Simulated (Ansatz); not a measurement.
This script makes an equation of state with a fit of Li, space group P2_13 with Ansatz 0.2.0 through its Python package.

Script `li_eos.py`:
```python
"""Energy against volume for Li, with a fit."""

import ansatz as az
import numpy as np

vectors0 = np.array([
    [4.45444, 0.0, 0.0],
    [0.0, 4.45444, 0.0],
    [0.0, 0.0, 4.45444],
])
sites = [
    ("Li", (0.87457, 0.12543, 0.62543)),
    ("Li", (0.37457, 0.37457, 0.37457)),
    ("Li", (0.12543, 0.62543, 0.87457)),
    ("Li", (0.62543, 0.87457, 0.12543)),
]


def make_crystal(cell):
    crystal = az.Crystal(lattice=az.Lattice.of(cell))
    for symbol, position in sites:
        crystal = crystal.atom(symbol, position)
    return crystal

# scale the volume, keep shape and fractions
volumes, energies = [], []
for scale in np.linspace(0.95, 1.07, 5):
    cell = vectors0 * scale ** (1 / 3)
    setup = (
        make_crystal(cell).calculation()
        .mixing("broyden", preconditioner="resta")
        .occupations("Fermi-Dirac", width=0.15)
        .initial_density(normalization="cell")
        .scf(max_iterations=100)
        .basis(470)
        .accuracy("low")
        .functional("PBEsol")
        .kpoints(5, 5, 5)
    )
    summary = setup.run(threads=1).report
    volumes.append(abs(np.linalg.det(cell)) / len(sites))
    energies.append(summary["free_energy_ev"] / len(sites))
    print(f"V = {volumes[-1]:8.4f} A^3/atom  F = {energies[-1]:.5f} eV/atom")

# third-order Birch-Murnaghan: a cubic in V^(-2/3)
x = np.array(volumes) ** (-2 / 3)
poly = np.polynomial.Polynomial.fit(x, energies, 3).convert()
roots = poly.deriv().roots()
x0 = min((r.real for r in roots if abs(r.imag) < 1e-9 and poly.deriv(2)(r.real) > 0), key=lambda r: abs(r - x.mean()))
v0 = x0 ** -1.5
b0 = 4 / 9 * poly.deriv(2)(x0) * v0 ** (-7 / 3) * 160.21766
b1 = 4 + 2 / 3 * x0 * poly.deriv(3)(x0) / poly.deriv(2)(x0)
print(f"V0 = {v0:.4f} A^3/atom, B0 = {b0:.1f} GPa, dB/dP = {b1:.2f}")
```

Its results, one of them left out:

| V (Å³/atom) | F less the lowest row shown (meV/atom) |
| --- | --- |
| 20.991 | 3.65 |
| 21.654 | 1.19 |
| 22.317 | 0.02 |
| 22.980 | 0.00 |
| 23.643 | ? |

What is the missing energy at 23.643 Å³ an atom?

A third-order Birch-Murnaghan fit, E = E0 + (9 V0 B0 / 16) [(t - 1)³ B' + (t - 1)² (6 - 4t)] with t = (V0/V)^(2/3), through the 4 rows shown gives V0 = 22.660 Å³, B0 = 8.8 GPa, B' = 3.20 and E0 = -0.12 meV. At V = 23.643 Å³, t = 0.97207, and the fit extrapolates to 0.99 meV. The run gave 1.00 meV, a miss of 0.01 meV.

Caveats:
- The settings weren't tested for convergence.
- The mesh is modest for a metal, so energies can be off by several to tens of meV an atom and pressures by half a GPa or more; differences at equal mesh fare better.
- Within a few hundredths of an angstrom the cell has the higher group P4_132; the lower one is a small distortion.
- This isn't the structure that Li takes at ambient conditions.
- Cost: of the order of 2.6 core-seconds.
